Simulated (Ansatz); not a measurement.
# Al: energy and stress against strain

Aim: for Al, see how energy and stress answer to the strain pattern (1, 1, 0, 0, 0, 0).

This is Al in the hcp structure; at room conditions it is fcc.

Program: Ansatz 0.2.0. Level of theory: DFT PBEsol, scalar-relativistic, plane waves, PAW. These are calculated values, not measurements.

## Step 1: Starting point

Symmetry: P6_3/mmc, No. 194, hexagonal system. The conventional cell has a = 2.812 Å, b = 2.812 Å, c = 4.867 Å, α = 90.00°, β = 90.00°, γ = 120.00°. Al (site symmetry -6m2) is surrounded by 12 Al at 2.81 to 2.93 Å.

Structure file:

```xyz
2
Lattice="2.8125 0.0000 0.0000 -1.4062 2.4357 0.0000 0.0000 0.0000 4.8669" Properties=species:S:1:pos:R:3 pbc="T T T"
Al    1.4062    0.8119    3.6501
Al    0.0000    1.6238    1.2167
```

It goes back to an entry of the Materials Project, which need not be the stable form.

No relaxation comes first: the listed cell is the starting point.

## Step 2: Zero of energy

The reference gives a free energy of -1049.0233 eV, pressure -1.37 GPa, largest force 0.000 eV/Å and gap on the mesh none (metal). It was computed beforehand with the settings of the runs below.

## Step 3: Next: energy and stress against strain

The cell is strained by ε times the Voigt pattern (1, 1, 0, 0, 0, 0) (xx, yy, zz, yz, xz, xy; engineering shear), with fractional coordinates fixed (clamped ions). The stress on the pattern is the sum of the stress components weighted by it, tension positive.

## Step 4: At ε = -0.1000

input.yaml

```yaml
crystal:
  lattice:
    - [2.5312098163, 0.0, 0.0]
    - [-1.2656049082, 2.1920920033, 0.0]
    - [0.0, 0.0, 4.86685]
  atoms:
    - { symbol: Al, position: [0.6666666667, 0.3333333333, 0.75] }
    - { symbol: Al, position: [0.3333333333, 0.6666666667, 0.25] }
basis:
  ecutwfc: 420
kpoints:
  mp_grid: { grid: [18, 18, 10] }
hamiltonian:
  xc: pbesol
scf:
  occupations: { method: gaussian, width: 0.15 }
output:
  forces: true
  stress: true
  eigenvalues: true
  write_density: true
  write_potential: true
  elf: true
  volumetric_format: npy
```

The run is started by

```console
$ ansatz run input.yaml --threads 1 --pin off --max-ram 2560MiB --backend cpu --events-out ev --progress --plain --runs-dir out
```

## Step 5: At ε = 0.0750

Changes to input.yaml since step 4:

```diff
@@ -2,4 +2,4 @@
   lattice:
-    - [2.5312098163, 0.0, 0.0]
-    - [-1.2656049082, 2.1920920033, 0.0]
+    - [3.0233895029, 0.0, 0.0]
+    - [-1.5116947514, 2.618332115, 0.0]
     - [0.0, 0.0, 4.86685]
```

## Step 6: Point ε = -0.0500

Changes to input.yaml since step 5:

```diff
@@ -2,4 +2,4 @@
   lattice:
-    - [3.0233895029, 0.0, 0.0]
-    - [-1.5116947514, 2.618332115, 0.0]
+    - [2.6718325839, 0.0, 0.0]
+    - [-1.3359162919, 2.3138748923, 0.0]
     - [0.0, 0.0, 4.86685]
```

## Step 7: ε = 0.0250

Changes to input.yaml since step 6:

```diff
@@ -2,4 +2,4 @@
   lattice:
-    - [2.6718325839, 0.0, 0.0]
-    - [-1.3359162919, 2.3138748923, 0.0]
+    - [2.8827667353, 0.0, 0.0]
+    - [-1.4413833676, 2.496549226, 0.0]
     - [0.0, 0.0, 4.86685]
@@ -20,5 +20 @@
   eigenvalues: true
-  write_density: true
-  write_potential: true
-  elf: true
-  volumetric_format: npy
```

## Step 8: At ε = 0.1000

Changes to input.yaml since step 7:

```diff
@@ -2,4 +2,4 @@
   lattice:
-    - [2.8827667353, 0.0, 0.0]
-    - [-1.4413833676, 2.496549226, 0.0]
+    - [3.0937008866, 0.0, 0.0]
+    - [-1.5468504433, 2.6792235596, 0.0]
     - [0.0, 0.0, 4.86685]
```

## Step 9: ε = -0.0750

Changes to input.yaml since step 8:

```diff
@@ -2,4 +2,4 @@
   lattice:
-    - [3.0937008866, 0.0, 0.0]
-    - [-1.5468504433, 2.6792235596, 0.0]
+    - [2.6015212001, 0.0, 0.0]
+    - [-1.3007606, 2.2529834478, 0.0]
     - [0.0, 0.0, 4.86685]
@@ -20 +20,5 @@
   eigenvalues: true
+  write_density: true
+  write_potential: true
+  elf: true
+  volumetric_format: npy
```

## Step 10: Point ε = 0.0500

Changes to input.yaml since step 9:

```diff
@@ -2,4 +2,4 @@
   lattice:
-    - [2.6015212001, 0.0, 0.0]
-    - [-1.3007606, 2.2529834478, 0.0]
+    - [2.9530781191, 0.0, 0.0]
+    - [-1.4765390595, 2.5574406705, 0.0]
     - [0.0, 0.0, 4.86685]
```

## Step 11: ε = -0.0250

Changes to input.yaml since step 10:

```diff
@@ -2,4 +2,4 @@
   lattice:
-    - [2.9530781191, 0.0, 0.0]
-    - [-1.4765390595, 2.5574406705, 0.0]
+    - [2.7421439677, 0.0, 0.0]
+    - [-1.3710719838, 2.3747663369, 0.0]
     - [0.0, 0.0, 4.86685]
@@ -20,5 +20 @@
   eigenvalues: true
-  write_density: true
-  write_potential: true
-  elf: true
-  volumetric_format: npy
```

## Step 12: ε = 0.0875

Changes to input.yaml since step 11:

```diff
@@ -2,4 +2,4 @@
   lattice:
-    - [2.7421439677, 0.0, 0.0]
-    - [-1.3710719838, 2.3747663369, 0.0]
+    - [3.0585451948, 0.0, 0.0]
+    - [-1.5292725973, 2.6487778373, 0.0]
     - [0.0, 0.0, 4.86685]
```

(Steps that only read results are left out.)

**Question.** What will these runs give? Wanted: slope of the stress at ε = 0, over ±0.0250.

**Answer**, as computed:

```
                                  quantity    value
slope of the stress at ε = 0, over ±0.0250  390 GPa
```

In words: From the stress slope, C11 + C22 + 2 C12 is about 390 GPa with the ions clamped; letting the atoms relax could not make it stiffer. The reference stands under -1.4 GPa, so this is no zero-stress constant. No sampled point lies below the undisturbed cell. Compression costs more than tension: 286.8 against 147.7 meV/atom at the ends.
